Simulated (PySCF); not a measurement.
**[Yb(H2O)]3+: forces at shaken geometries**

How stiff is [Yb(H2O)]3+? Its atoms are displaced at random by several amounts. It is a constructed species; whether it can be made isn't addressed.

Method: B3LYP, Yb lcecp-1-SVP with ECP59, O def2-SVP, H def2-SVP; scalar-relativistic core potentials, no spin–orbit coupling; program: PySCF 2.14.0.

2 further runs of the same task are left out: 2 for a known fault of the program.

### Step 1. Starting geometry

4 atoms, charge 3, spin multiplicity 1.

Bond lengths: Yb1–O2 2.129 Å, O2–H3 1.009 Å, O2–H4 1.009 Å. Angles: Yb1–O2–H3 128.9°, Yb1–O2–H4 128.9°, H3–O2–H4 102.2°.

Geometry (Å):

```xyz
4

Yb    0.00000    0.00000   -0.05157
O     0.00000    0.00000    2.07723
H     0.78491    0.00000    2.71112
H    -0.78491    0.00000    2.71112
```

Formal oxidation states: Yb +3. Each metal's 13 4f electrons lie in its core potential, so multiplicities, spins and levels count the valence alone. An earlier session relaxed this geometry at B3LYP, Yb lcecp-1-SVP with ECP59, O def2-SVP, H def2-SVP (singlet, point group C2v).

Its energy there is -114.413387 Eh.

### Step 2. Atoms moved at random, σ = 0.06 Å

Contents of run.py (the lines that set the calculation):

```python
mol = gto.M(atom='''
Yb    -0.09691     0.02174    -0.06930
O      0.06486    -0.00442     2.00831
H      0.74123    -0.05705     2.76313
H     -0.70918     0.03973     2.74575''',
    basis={'Yb': 'lcecp-1-SVP', 'O': 'def2-SVP', 'H': 'def2-SVP'},
    ecp={'Yb': 'lcecp-1-SVP'},
    charge=3, spin=0)
mf = dft.RKS(mol, xc='B3LYP')
mf.grids.atom_grid = (50, 194)  # f atoms: unpruned, at least (60, 302)
mf = mf.density_fit()  # fitting sets: Yb AutoAux, O def2-universal-JKFIT, H def2-universal-JKFIT
mf.conv_tol = 1e-08; mf.max_cycle = 55
mf.kernel(dm0)  # dm0: the density of the relaxed state
```

On the command line:

```bash
> OMP_NUM_THREADS=2 python run.py
```

The log of the run:

```text
init E= -114.336420128148
  HOMO = -1.07292393895667  LUMO = -0.791379692377299  gap/eV = 7.66121
cycle= 1 E= -114.404254104428  delta_E= -0.0678  |g|= 0.0801  |ddm|= 0.198
  HOMO = -1.01936049840656  LUMO = -0.780609861116921  gap/eV = 6.49674
cycle= 2 E= -114.401410887007  delta_E= 0.00284  |g|= 0.149  |ddm|= 0.145
  HOMO = -1.04251570033578  LUMO = -0.779056412846942  gap/eV = 7.16909
cycle= 3 E= -114.405637496859  delta_E= -0.00423  |g|= 0.0035  |ddm|= 0.0898
  HOMO = -1.04306254232807  LUMO = -0.778967579451351  gap/eV = 7.18639
cycle= 4 E= -114.405639901367  delta_E= -2.4e-06  |g|= 0.000778  |ddm|= 0.00287
  HOMO = -1.04318506643508  LUMO = -0.77901166909826  gap/eV = 7.18852
cycle= 5 E= -114.40564004751  delta_E= -1.46e-07  |g|= 9.54e-05  |ddm|= 0.000715
  HOMO = -1.0431794120724  LUMO = -0.778999792874143  gap/eV = 7.18869
cycle= 6 E= -114.405640050149  delta_E= -2.64e-09  |g|= 2.16e-05  |ddm|= 0.00013
  HOMO = -1.04317399975311  LUMO = -0.779002577189823  gap/eV = 7.18847
Extra cycle  E= -114.405640050181  delta_E= -3.21e-11  |g|= 2.28e-05  |ddm|= 3.59e-05
converged SCF energy = -114.405640050181
```

Run time: 1.2 s. Hardware: 2 threads of Arm Neoverse V1, shared host.

Read off: E = -114.405640 Eh (+0.211 eV from the relaxed state), HOMO -28.39 eV, LUMO -21.20 eV, Mulliken charge on Yb1 +2.50 e, largest force component 2.836 eV/Å. 

| atom | Fx | Fy | Fz (eV/Å) |
| --- | --- | --- | --- |
| Yb1 | 0.131 | -0.001 | -0.375 |
| O2 | -1.621 | 0.070 | 2.836 |
| H3 | 0.977 | -0.055 | -0.773 |
| H4 | 0.513 | -0.014 | -1.688 |

### Step 3. Atoms moved at random, σ = 0.06 Å

run.py (the lines that set the calculation), as its differences from that of step 2:

```diff
@@ -1,6 +1,6 @@
 mol = gto.M(atom='''
-Yb    -0.09691     0.02174    -0.06930
-O      0.06486    -0.00442     2.00831
-H      0.74123    -0.05705     2.76313
-H     -0.70918     0.03973     2.74575''',
+Yb     0.00020     0.01114    -0.05904
+O     -0.05611     0.02066     2.08023
+H      0.77660    -0.02010     2.78924
+H     -0.72069    -0.01170     2.63746''',
     basis={'Yb': 'lcecp-1-SVP', 'O': 'def2-SVP', 'H': 'def2-SVP'},
```

On the command line:

```bash
> OMP_NUM_THREADS=2 python run.py
```

The log of the run:

```text
init E= -114.434199056973
  HOMO = -1.03025019421943  LUMO = -0.779623348777607  gap/eV = 6.81990
cycle= 1 E= -114.388579185568  delta_E= 0.0456  |g|= 0.0535  |ddm|= 0.223
  HOMO = -1.04352500748847  LUMO = -0.785003425755416  gap/eV = 7.03473
cycle= 2 E= -114.388929337443  delta_E= -0.00035  |g|= 0.0299  |ddm|= 0.0536
  HOMO = -1.03702866643299  LUMO = -0.785640211310237  gap/eV = 6.84063
cycle= 3 E= -114.389043194776  delta_E= -0.000114  |g|= 0.017  |ddm|= 0.0271
  HOMO = -1.03983534921048  LUMO = -0.785441772103433  gap/eV = 6.92240
cycle= 4 E= -114.389096987848  delta_E= -5.38e-05  |g|= 0.000792  |ddm|= 0.0109
  HOMO = -1.03968500109641  LUMO = -0.785442498897482  gap/eV = 6.91829
cycle= 5 E= -114.389097126425  delta_E= -1.39e-07  |g|= 0.000163  |ddm|= 0.000741
  HOMO = -1.03968561462379  LUMO = -0.785439943120862  gap/eV = 6.91838
cycle= 6 E= -114.38909713384  delta_E= -7.41e-09  |g|= 1.15e-05  |ddm|= 0.000168
  HOMO = -1.03968761476797  LUMO = -0.785441027568091  gap/eV = 6.91840
Extra cycle  E= -114.389097133877  delta_E= -3.71e-11  |g|= 4.86e-06  |ddm|= 1.7e-05
converged SCF energy = -114.389097133877
```

Wall time 1.1 s (2 threads of Arm Neoverse V1, shared host).

It gives: E = -114.389097 Eh (+0.661 eV from the relaxed state), HOMO -28.29 eV, LUMO -21.37 eV, Mulliken charge on Yb1 +2.53 e, largest force component 8.924 eV/Å. 

| atom | Fx | Fy | Fz (eV/Å) |
| --- | --- | --- | --- |
| Yb1 | -0.072 | 0.041 | 0.123 |
| O2 | 8.924 | 0.053 | -4.069 |
| H3 | -1.643 | 0.158 | -1.612 |
| H4 | -7.209 | -0.251 | 5.559 |

### Step 4. Atoms moved at random, σ = 0.15 Å

run.py (the lines that set the calculation), as its differences from that of step 3:

```diff
@@ -1,6 +1,6 @@
 mol = gto.M(atom='''
-Yb     0.00020     0.01114    -0.05904
-O     -0.05611     0.02066     2.08023
-H      0.77660    -0.02010     2.78924
-H     -0.72069    -0.01170     2.63746''',
+Yb    -0.00564     0.12844     0.02086
+O     -0.01959     0.02168     2.14466
+H      0.86609    -0.09097     2.56442
+H     -0.84086    -0.05916     2.71795''',
     basis={'Yb': 'lcecp-1-SVP', 'O': 'def2-SVP', 'H': 'def2-SVP'},
```

On the command line:

```bash
> OMP_NUM_THREADS=2 python run.py
```

The log of the run:

```text
init E= -114.400887788732
  HOMO = -1.04928620949917  LUMO = -0.790594782900697  gap/eV = 7.03935
cycle= 1 E= -114.40481697626  delta_E= -0.00393  |g|= 0.0429  |ddm|= 0.248
  HOMO = -1.04010953290593  LUMO = -0.787574408990892  gap/eV = 6.87183
cycle= 2 E= -114.404942378481  delta_E= -0.000125  |g|= 0.032  |ddm|= 0.0421
  HOMO = -1.04785066588816  LUMO = -0.787071900349631  gap/eV = 7.09615
cycle= 3 E= -114.405067343386  delta_E= -0.000125  |g|= 0.0185  |ddm|= 0.0306
  HOMO = -1.04487601997359  LUMO = -0.787388237941844  gap/eV = 7.00660
cycle= 4 E= -114.405132824049  delta_E= -6.55e-05  |g|= 0.000574  |ddm|= 0.0122
  HOMO = -1.04489363429889  LUMO = -0.787419292584593  gap/eV = 7.00623
cycle= 5 E= -114.405132900035  delta_E= -7.6e-08  |g|= 9.61e-05  |ddm|= 0.000583
  HOMO = -1.04489609157074  LUMO = -0.787404388236653  gap/eV = 7.00671
cycle= 6 E= -114.405132902909  delta_E= -2.87e-09  |g|= 1.83e-05  |ddm|= 0.000132
  HOMO = -1.04489625161196  LUMO = -0.787406333627948  gap/eV = 7.00666
Extra cycle  E= -114.405132902984  delta_E= -7.56e-11  |g|= 1e-05  |ddm|= 2.83e-05
converged SCF energy = -114.405132902984
```

Run time: 1.1 s. Hardware: 2 threads of Arm Neoverse V1, shared host.

Read off: E = -114.405133 Eh (+0.225 eV from the relaxed state), HOMO -28.43 eV, LUMO -21.43 eV, Mulliken charge on Yb1 +2.50 e, largest force component 2.167 eV/Å. 

| atom | Fx | Fy | Fz (eV/Å) |
| --- | --- | --- | --- |
| Yb1 | -0.152 | 0.117 | -0.348 |
| O2 | -0.433 | -0.012 | -2.167 |
| H3 | -0.039 | -0.088 | 1.602 |
| H4 | 0.624 | -0.017 | 0.913 |

### Step 5. Results

| σ (Å) | energy rise (eV) | harmonic estimate −½ F·u (eV) | largest force component (eV/Å) |
| --- | --- | --- | --- |
| 0.06 | 0.211 | 0.203 | 2.84 |
| 0.06 | 0.661 | 0.749 | 8.92 |
| 0.15 | 0.225 | 0.202 | 2.17 |

Every displacement raises the energy. For a harmonic well the rise equals −½ F·u; the two differ by at most 13 % here (a move with σ = 0.06 Å), from anharmonicity, the grid and the small forces left at the relaxed point. These are double-zeta-type bases without diffuse functions. Spin–orbit coupling is left out.
